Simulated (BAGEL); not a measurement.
**GaHSCl2 (SMILES [SH][Ga]([Cl])[Cl]) at HF/STO-3G (density fitting with qzvpp-jkfit)**

Aim: the electronic atomisation energy of GaHSCl2 at HF/STO-3G (density fitting with qzvpp-jkfit), from 5 runs. 

The results are computed with BAGEL 1.2.2.

17 further runs of the same task are left out: 1 that didn't finish, 16 set aside as unsound or not needed.

### Step 1. The system as given

The species is GaHSCl2 (5 atoms), meant as a singlet with charge 0. As SMILES, `[SH][Ga]([Cl])[Cl]`. The coordinates come from a PBE0-D4/def2-TZVP relaxation.

Bond lengths: S1–Ga2 2.175 Å, Ga2–Cl3 2.121 Å, Ga2–Cl4 2.126 Å, S1–H5 1.345 Å. Angles: S1–Ga2–Cl3 120.2°, S1–Ga2–Cl4 121.4°, Cl3–Ga2–Cl4 118.4°, Ga2–S1–H5 92.3°.

### Step 2. The energy at HF/STO-3G (density fitting with qzvpp-jkfit)

Input file input.json:

```json
{ "bagel" : [

{
  "title" : "molecule",
  "basis" : "sto-3g",
  "df_basis" : "qzvpp-jkfit",
  "angstrom" : true,
  "geometry" : [
    { "atom" : "S", "xyz" : [    0.072700,    1.687100,    0.391900 ] },
    { "atom" : "Ga", "xyz" : [    0.276600,   -0.453100,    0.065500 ] },
    { "atom" : "Cl", "xyz" : [    1.930400,   -1.504800,    0.876600 ] },
    { "atom" : "Cl", "xyz" : [   -1.158100,   -1.543300,   -1.063000 ] },
    { "atom" : "H", "xyz" : [   -1.071600,    1.740400,   -0.312400 ] }
  ]
},
{
  "title" : "hf"
},
{
  "title" : "print",
  "file" : "orbitals.molden",
  "orbitals" : true
}

]}
```

Command:

```bash
$ BAGEL_NUM_THREADS=1 BAGEL input.json > input.out
```

Output:

```text
* using 1 threads per process

  ===============================================================
  ===============================================================

  *** Geometry ***

  { "atom" : "S", "xyz" : [      0.137383,      3.188157,      0.740584 ] },
  { "atom" : "Ga", "xyz" : [      0.522698,     -0.856235,      0.123777 ] },
  { "atom" : "Cl", "xyz" : [      3.647927,     -2.843660,      1.656534 ] },
  { "atom" : "Cl", "xyz" : [     -2.188492,     -2.916414,     -2.008779 ] },
  { "atom" : "H", "xyz" : [     -2.025031,      3.288879,     -0.590350 ] },

  Number of auxiliary basis functions:      668

  Since a DF basis is specified, we compute 2- and 3-index integrals:
    o Being stored without compression. Storage requirement is 0.011 GB

  Number of basis functions:       46
  Number of electrons      :       82

    * METHOD: MOLECULE                             0.30

  *** RHF ***

  === Nuclear Repulsion ===
   519.5328036978

      * DIIS with orbital gradients will be used.

  === RHF iteration (sto-3g) ===
      0      -3203.90196295          0.00774834           0.08
      1      -3203.97332385          0.00180651           0.07
      2      -3203.97778801          0.00053118           0.07
      3      -3203.97829977          0.00014965           0.08
      4      -3203.97836907          0.00006804           0.07
      5      -3203.97838798          0.00002962           0.07
      6      -3203.97839235          0.00000600           0.07
      7      -3203.97839249          0.00000213           0.07
      8      -3203.97839250          0.00000092           0.07
      9      -3203.97839251          0.00000029           0.07
     10      -3203.97839251          0.00000009           0.08
     11      -3203.97839251          0.00000004           0.08
     12      -3203.97839251          0.00000002           0.08
     13      -3203.97839251          0.00000001           0.08
    * SCF iteration converged.

    * Permanent dipole moment:
           (    0.376133,    -1.037088,     0.015165) a.u.

    * METHOD: HF                                   1.18

    * METHOD: PRINT                                0.00

  ===============================================================
```

Run time: 1.8 s. Hardware: 1 thread of Intel Xeon 6975P-C (Granite Rapids), shared host; peak memory 0.11 GiB.

### Step 3. The Cl atom at the same level

Input file input.json:

```json
{ "bagel": [

{
  "title": "molecule",
  "basis": "sto-3g",
  "df_basis": "qzvpp-jkfit",
  "angstrom": true,
  "geometry": [
    { "atom": "Cl", "xyz": [       0.000000,       0.000000,       0.000000 ] }
  ]
},

{ "title": "uhf", "nopen": 1 },

{ "title": "print", "file": "orbitals.molden", "orbitals": true }

]}
```

Run the same way, it converges to -454.54245 Eh (log not shown).

### Step 4. The Ga atom at the same level

Input file input.json:

```json
{ "bagel": [

{
  "title": "molecule",
  "basis": "sto-3g",
  "df_basis": "qzvpp-jkfit",
  "angstrom": "true",
  "geometry": [
    { "atom": "Ga", "xyz": [       0.000000,       0.000000,       0.000000 ] }
  ]
},

{
  "title": "uhf",
  "nopen": 1
},

{
  "title": "print",
  "file": "orbitals.molden",
  "orbitals": "true"
}

]}
```

Command:

```bash
$ BAGEL_NUM_THREADS=1 BAGEL input.json > input.out
```

Output:

```text
* using 1 threads per process

  ===============================================================
  ===============================================================

  *** Geometry ***

  { "atom" : "Ga", "xyz" : [      0.000000,      0.000000,      0.000000 ] },

  Number of auxiliary basis functions:      266

  Since a DF basis is specified, we compute 2- and 3-index integrals:
    o Being stored without compression. Storage requirement is 0.001 GB

  Number of basis functions:       18
  Number of electrons      :       31

    * METHOD: MOLECULE                             0.04

  *** Open-shell HF ***

  === Nuclear Repulsion ===
     0.0000000000

      * DIIS with orbital gradients will be used.

  === UHF iteration (sto-3g) ===
      0      -1900.72862924          0.00232585           0.00
      1      -1900.72866714          0.00021357           0.00
      2      -1900.72866747          0.00002008           0.00
      3      -1900.72866747          0.00000032           0.00
      4      -1900.72866747          0.00000000           0.00
    * SCF iteration converged.

    * S^2 (UHF) is 0.7500

    * Permanent dipole moment:
           (    0.000000,     0.000000,    -0.000000) a.u.

    * METHOD: UHF                                  0.07

    * METHOD: PRINT                                0.00

  ===============================================================
```

It took 0.57 s on 1 thread of Intel Xeon 6975P-C (Granite Rapids), shared host; peak memory 0.08 GiB.

### Step 5. The H atom

Input file calc.json:

```json
{ "bagel" : [

{
  "title" : "molecule",
  "basis" : "sto-3g",
  "df_basis" : "qzvpp-jkfit",
  "angstrom" : "true",
  "geometry" : [
    { "atom" : "H", "xyz" : [       0.000000,       0.000000,       0.000000 ] }
  ]
},

{
  "title" : "uhf",
  "nopen" : 1
},

{
  "title" : "print",
  "file" : "orbitals.molden",
  "orbitals" : "true"
}

]}
```

Run the same way, it converges to -0.46658 Eh (log not shown).

### Step 6. The S atom

Input file hf.json:

```json
{ "bagel" : [

{
  "title" : "molecule",
  "basis" : "sto-3g",
  "df_basis" : "qzvpp-jkfit",
  "angstrom" : true,
  "geometry" : [
    { "atom" : "S", "xyz" : [       0.000000,       0.000000,       0.000000 ] }
  ]
},

{ "title" : "uhf", "nopen" : 2 },

{ "title" : "print", "file" : "orbitals.molden", "orbitals" : true }

]}
```

Run the same way, it converges to -393.13041 Eh (log not shown).

### Step 7. Outcome

At HF/STO-3G (density fitting with qzvpp-jkfit):

| quantity | value |
| --- | --- |
| molecule: total energy | -3203.97839 Eh |
| molecule: dipole moment | 2.80 D |
| molecule: HOMO energy | -8.68 eV |
| molecule: LUMO energy | 4.08 eV |
| molecule: HOMO–LUMO gap | 12.76 eV |
| Cl atom: total energy | -454.54245 Eh |
| Cl atom: dipole moment | 0.00 D |
| Cl atom: ⟨S²⟩ | 0.750 |
| Ga atom: total energy | -1900.72867 Eh |
| Ga atom: dipole moment | 0.00 D |
| Ga atom: ⟨S²⟩ | 0.750 |
| H atom: total energy | -0.46658 Eh |
| H atom: dipole moment | 0.00 D |
| H atom: ⟨S²⟩ | 0.750 |
| S atom: total energy | -393.13041 Eh |
| S atom: dipole moment | 0.00 D |
| S atom: ⟨S²⟩ | 2.000 |
| electronic atomisation energy | 15.452 eV |

**Reading.** Taking the molecule apart into free atoms costs 15.45 eV (356 kcal/mol), before zero-point energy and without spin-orbit coupling. Hartree–Fock lacks the correlation of the bonding pairs, which as a rule makes this value much too low; in minimal bases other errors can mask that. In a minimal basis such a difference can be off by several eV, whatever the method.
